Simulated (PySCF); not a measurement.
**BeBr: from the state search to spectroscopic constants**

One table from this session's results is given with a row withheld; the runs are named, their logs left out.

Method: Be 6-31G(d,p), Br 6-31G(d,p), no relativity; program: PySCF 2.14.0.

Set-up of the first run:

The job is set up so:

* atoms: Be, Br
* charge: 0
* basis: Be 6-31G(d,p), Br 6-31G(d,p)
* Hamiltonian: no relativity
* basis functions: 46
* electrons treated: 39
* masses in u: 9.0122, 78.9183
* levels: PBE0, PBE, r²SCAN, PW91, B2PLYP, MN15, HF, MP2, SCS-MP2, CCSD, CCSD(T)
* grid: 80 radial by 434 angular points
* occupations: held fixed by the projection of orbital angular momentum
* dissociation limit: Be + Br, each in its ground configuration
* starting distance in angstrom: 2.075
* values of 2S to try: 1, 3

Among the steps run: Set-up; First curve: PBE0; Higher solutions at PBE0; PBE; r²SCAN; PW91 (GGA); B2PLYP; MN15; UHF; Correlated methods on the Hartree–Fock reference.

One of the session's tables, all rows but one given; the rest of the session is left out.

It belongs to the step «The curves together». Energy (eV) from each level's lowest point:

```
R (Å)    UHF  UHF-MP2  UHF-SCS-MP2  UHF-CCSD  UHF-CCSD(T)
1.696  0.957    0.863        0.881       n/a          n/a
1.775  0.441    0.376        0.389     0.382        0.383
1.854  0.148    0.111        0.118     0.114        0.115
1.913      ?        ?            ?         ?            ?
1.972  0.000    0.000        0.000     0.000        0.000
2.031  0.019    0.035        0.032     0.033        0.033
2.110  0.110    0.146        0.138     0.141        0.140
2.209  0.299    0.358        0.343     0.347        0.346
2.327  0.595    0.675        0.654     0.657        0.654
2.485  1.044    1.148        1.117       n/a          n/a
```

Q: Estimate the row for R (Å) = 1.913 from the others.

Worked estimate for «UHF». A straight line through the neighbours (1.854, 0.148) and (1.972, 0.000) gives 0.148 + (0.000 − 0.148) × (1.913 − 1.854) / (1.972 − 1.854) = 0.074; a parabola fitted to 4 rows on both sides gives 0.035.

As computed: UHF: 0.038; UHF-MP2: 0.020; UHF-SCS-MP2: 0.024; UHF-CCSD: 0.022; UHF-CCSD(T): 0.022. In «UHF» the line misses by +0.036 and the parabola by -0.003.

State 2 has its PBE0 minimum 5.69 eV higher. The other levels ran on the lowest alone.
